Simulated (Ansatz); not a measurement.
**Alloy of CdTe and CdSe (26 of 32 Te sites exchanged), 64 atoms**

How does this alloy cell relax, and what gap do PBEsol and HSE06 give?

Program: Ansatz 0.2.0, PAW, plane waves. These are calculated values, not measurements.

## Step 1: The system as built

64 atoms (32 Cd, 26 Se, 6 Te); a = 12.316 Å, b = 12.316 Å, c = 12.316 Å, α = 90.00°, β = 90.00°, γ = 90.00°. All atoms were shaken off their sites by about 0.02 Å along each axis; atoms next to an added one may be pushed further to make room.

Steps to follow: (2) PBEsol cell relaxation at the single k point (¼, ¼, ¼), on 1 × NVIDIA GB200 with 8 threads of Arm Neoverse-V2; (3) HSE06 single point at the Γ point alone, on 1 × NVIDIA GB200 with 8 threads of Arm Neoverse-V2.

## Step 2: Relaxing cell and atoms with PBEsol

Contents of in.yaml:

```yaml
crystal:
  lattice:
    - [12.315525, 0.000000, 0.000000]
    - [0.000000, 12.315525, 0.000000]
    - [0.000000, 0.000000, 12.315525]
  atoms:
    - { symbol: Cd, position: [0.998988, 0.997595, 0.998554] }
    - { symbol: Cd, position: [0.999675, 0.000382, 0.500619] }
    - { symbol: Cd, position: [0.998500, 0.502194, 0.000627] }
    - { symbol: Cd, position: [0.999810, 0.499453, 0.502559] }
    - { symbol: Cd, position: [0.501240, 0.001421, 0.999800] }
    - { symbol: Cd, position: [0.497785, 0.999956, 0.501056] }
    - { symbol: Cd, position: [0.498337, 0.499349, 0.999103] }
    - { symbol: Cd, position: [0.501399, 0.502430, 0.499864] }
    - { symbol: Cd, position: [0.251175, 0.251637, 0.997931] }
    - { symbol: Cd, position: [0.247798, 0.248468, 0.497523] }
    - { symbol: Cd, position: [0.252455, 0.749725, 0.998708] }
    - { symbol: Cd, position: [0.251028, 0.749909, 0.500853] }
    - { symbol: Cd, position: [0.751764, 0.248593, 0.999522] }
    - { symbol: Cd, position: [0.748294, 0.253377, 0.498915] }
    - { symbol: Cd, position: [0.750043, 0.748435, 0.998990] }
    - { symbol: Cd, position: [0.748752, 0.749890, 0.500040] }
    - { symbol: Cd, position: [0.247475, 0.998842, 0.250439] }
    - { symbol: Cd, position: [0.249037, 0.000338, 0.749082] }
    - { symbol: Cd, position: [0.251559, 0.499037, 0.249062] }
    - { symbol: Cd, position: [0.249199, 0.501612, 0.747222] }
    - { symbol: Cd, position: [0.748815, 0.999166, 0.250085] }
    - { symbol: Cd, position: [0.748970, 0.000817, 0.751138] }
    - { symbol: Cd, position: [0.748385, 0.499158, 0.250462] }
    - { symbol: Cd, position: [0.751739, 0.501281, 0.747683] }
    - { symbol: Cd, position: [0.997281, 0.251527, 0.252088] }
    - { symbol: Cd, position: [0.998107, 0.250564, 0.750766] }
    - { symbol: Cd, position: [0.002365, 0.749180, 0.249715] }
    - { symbol: Cd, position: [0.000515, 0.749228, 0.749654] }
    - { symbol: Cd, position: [0.500741, 0.248608, 0.248474] }
    - { symbol: Cd, position: [0.499572, 0.249865, 0.753339] }
    - { symbol: Cd, position: [0.499029, 0.751622, 0.251812] }
    - { symbol: Cd, position: [0.500865, 0.750729, 0.748187] }
    - { symbol: Se, position: [0.123557, 0.124591, 0.126387] }
    - { symbol: Se, position: [0.122833, 0.125123, 0.622269] }
    - { symbol: Se, position: [0.129878, 0.626063, 0.124128] }
    - { symbol: Se, position: [0.125310, 0.623301, 0.625466] }
    - { symbol: Se, position: [0.625791, 0.127010, 0.123405] }
    - { symbol: Se, position: [0.626690, 0.126110, 0.624375] }
    - { symbol: Se, position: [0.624967, 0.623436, 0.626354] }
    - { symbol: Se, position: [0.376833, 0.376817, 0.123945] }
    - { symbol: Se, position: [0.372693, 0.376702, 0.625669] }
    - { symbol: Se, position: [0.873339, 0.375968, 0.124521] }
    - { symbol: Se, position: [0.877161, 0.373954, 0.622959] }
    - { symbol: Se, position: [0.871743, 0.875512, 0.126117] }
    - { symbol: Se, position: [0.877419, 0.874027, 0.622927] }
    - { symbol: Se, position: [0.374889, 0.125761, 0.376925] }
    - { symbol: Se, position: [0.374740, 0.126707, 0.871538] }
    - { symbol: Se, position: [0.375382, 0.622802, 0.375754] }
    - { symbol: Se, position: [0.374883, 0.622624, 0.873752] }
    - { symbol: Se, position: [0.877726, 0.122628, 0.374179] }
    - { symbol: Se, position: [0.875339, 0.624283, 0.377133] }
    - { symbol: Se, position: [0.875190, 0.626351, 0.873691] }
    - { symbol: Se, position: [0.123939, 0.377072, 0.374465] }
    - { symbol: Se, position: [0.126562, 0.371767, 0.874840] }
    - { symbol: Se, position: [0.125519, 0.877290, 0.877542] }
    - { symbol: Se, position: [0.624269, 0.375893, 0.374028] }
    - { symbol: Se, position: [0.626011, 0.376858, 0.876860] }
    - { symbol: Se, position: [0.626430, 0.874214, 0.372122] }
    - { symbol: Te, position: [0.626893, 0.625673, 0.126220] }
    - { symbol: Te, position: [0.373479, 0.874407, 0.128088] }
    - { symbol: Te, position: [0.373352, 0.873674, 0.627830] }
    - { symbol: Te, position: [0.875265, 0.123712, 0.874955] }
    - { symbol: Te, position: [0.125858, 0.875736, 0.375365] }
    - { symbol: Te, position: [0.625659, 0.873873, 0.874656] }
  symmetry: { detect: false }
kpoints:
  mp_grid: { grid: [1, 1, 1], shift: [0.25, 0.25, 0.25] }
hamiltonian:
  xc: pbesol
scf:
  occupations: { method: fermi_dirac, width: 0.01 }
relax:
  f_tol: 0.03
  max_steps: 80
  escape_saddle: false
  adjacent_minimum: "off"
  cell: { fix: [shape] }
output:
  forces: true
  eigenvalues: true
  populations: true
```

Command:

```
$ ansatz run in.yaml --threads 8 --pin off --max-ram 118750MiB --runs-dir r --events-out ev --progress --plain --backend cuda --devices 0, --max-vram 170GiB
```

After this run come: HSE06 on the final geometry.

Q: Predict the outcome of this session. Wanted: for each run, top filled to lowest empty.

As calculated:

| level | time | k points | top filled to lowest empty (eV) |
| --- | --- | --- | --- |
| PBEsol, relaxation | 6.6 s (GPU) | (¼, ¼, ¼) | 1.51 |
| HSE06 | 54 s (GPU) | Γ | 1.43 |

```
     quantity                                                                         value
   relaxation                                              5 recorded steps, 1.43 eV gained
largest shift                                                                 0.21 Å (Cd17)
 relaxed cell  a = 12.314 Å, b = 12.314 Å, c = 12.314 Å, α = 90.00°, β = 90.00°, γ = 90.00°
   mean bonds                                                    Cd–Se 2.641, Cd–Te 2.781 Å
```

Relaxation gains 1.43 eV, with shifts up to 0.21 Å (Cd17), while the volume changes by -0.0 %. Part of this undoes the random shake of the start. The mean lengths of the listed bonds run from Cd–Se 2.64 Å to Cd–Te 2.78 Å. The relaxation ran on other k points, so part of any difference from the later rows can come from the mesh. Spin–orbit coupling is left out, which matters for the band edges of the heavier elements here. With one k point the spacing samples only the states that fold onto it, so it can exceed the gap over the zone.
